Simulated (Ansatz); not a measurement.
# CH₇ClFNOSi₂: one species, many methods

An exercise on one series of results from a longer session: the logs are not shown, and one member is left open.

Computed with Ansatz 0.2.0, Gaussian basis. Level: functionals in def2-TZVPP, the program's frozen cores in correlated methods.

Levels to be run: PBE-D4, r2SCAN-D4, PBE0-D4, B3LYP-D4, ωB97X-V, ωB97M-V, B2PLYP; CCSD(T)/def2-TZVPP; MP2/def2-QZVPP; extrapolation to the limit.

### Structure used throughout

All runs share one geometry, relaxed beforehand with PBE0-D4 in a triple-zeta def2 set.

SMILES `CN([SiH2]Cl)[SiH](O)F`, 14 atoms, charge 0, spin multiplicity 1.

Atoms are counted from 1 here; the program's logs count them from 0.

Bond lengths: C1–N2 1.466 Å, C1–H8 1.093 Å, C1–H9 1.094 Å, C1–H10 1.092 Å, N2–Si3 1.715 Å, N2–Si5 1.714 Å, Si3–Cl4 2.076 Å, Si3–H11 1.476 Å, Si3–H12 1.479 Å, Si5–O6 1.628 Å, Si5–F7 1.589 Å, Si5–H13 1.477 Å, O6–H14 0.960 Å. Angles: N2–C1–H8 111.7°, N2–C1–H9 110.4°, N2–C1–H10 111.2°, H8–C1–H9 107.9°, H8–C1–H10 108.3°, H9–C1–H10 107.2°, C1–N2–Si3 119.6°, C1–N2–Si5 118.9°, Si3–N2–Si5 121.4°, N2–Si3–Cl4 111.0°, N2–Si3–H11 112.2°, N2–Si3–H12 108.5°, Cl4–Si3–H11 105.4°, Cl4–Si3–H12 106.7°, H11–Si3–H12 112.9°, N2–Si5–O6 109.3°, N2–Si5–F7 112.2°, N2–Si5–H13 109.2° and more.

Set-up of the first run:

The input, in.yaml:

```yaml
crystal:
  periodic: [false, false, false]
  atoms:
    - {symbol: C, position_ang: [-0.717053, 1.110106, -1.166875]}
    - {symbol: N, position_ang: [-0.114561, 0.085338, -0.308931]}
    - {symbol: Si, position_ang: [1.558623, -0.263628, -0.454641]}
    - {symbol: Cl, position_ang: [2.636396, 0.602080, 1.094133]}
    - {symbol: Si, position_ang: [-1.078889, -0.654448, 0.899294]}
    - {symbol: O, position_ang: [-0.112182, -1.353729, 2.006540]}
    - {symbol: F, position_ang: [-1.960886, -1.842019, 0.320081]}
    - {symbol: H, position_ang: [-1.014163, 0.702652, -2.136817]}
    - {symbol: H, position_ang: [-1.608744, 1.528098, -0.691442]}
    - {symbol: H, position_ang: [-0.025819, 1.938134, -1.339778]}
    - {symbol: H, position_ang: [1.835915, -1.710146, -0.365375]}
    - {symbol: H, position_ang: [2.056777, 0.340822, -1.709521]}
    - {symbol: H, position_ang: [-2.030110, 0.338646, 1.437988]}
    - {symbol: H, position_ang: [0.574676, -0.821906, 2.415344]}
basis:
  gaussian: {orbitals: def2-TZVPP}
hamiltonian: {xc: pbe, dispersion: d4}
output: {forces: true, orbitals: {seedname: orbitals}}
```

Started as:

```bash
ansatz run in.yaml --threads 2 --pin off --events-out ev --progress --plain --max-ram 32768MiB --backend cuda --devices 0, --max-vram 18GiB
```

Among the steps run: PBE-D4 (GGA); r2SCAN-D4 (meta-GGA); PBE0-D4 (hybrid); B3LYP-D4 (hybrid); ωB97X-V (range-separated); ωB97M-V (range-separated); B2PLYP (double hybrid); CCSD(T) in def2-TZVPP; MP2 in def2-QZVPP.

One of the session's tables, all rows but one given; the rest of the session is left out.

```
            method  atomisation energy (eV)
            PBE-D4                   54.795
         r2SCAN-D4                   54.310
           PBE0-D4                   53.940
          B3LYP-D4                   54.150
           ωB97X-V                   54.605
           ωB97M-V                   54.573
            B2PLYP                   53.622
     HF/def2-TZVPP                   39.602
    MP2/def2-TZVPP                   54.008
   CCSD/def2-TZVPP                   52.083
CCSD(T)/def2-TZVPP                   52.865
           MP2/CBS                        ?
       CCSD(T)/CBS                   54.539
```

Estimate the missing values for MP2/CBS.

As computed: atomisation energy (eV): 55.682. In the column «atomisation energy (eV)» it is the highest.
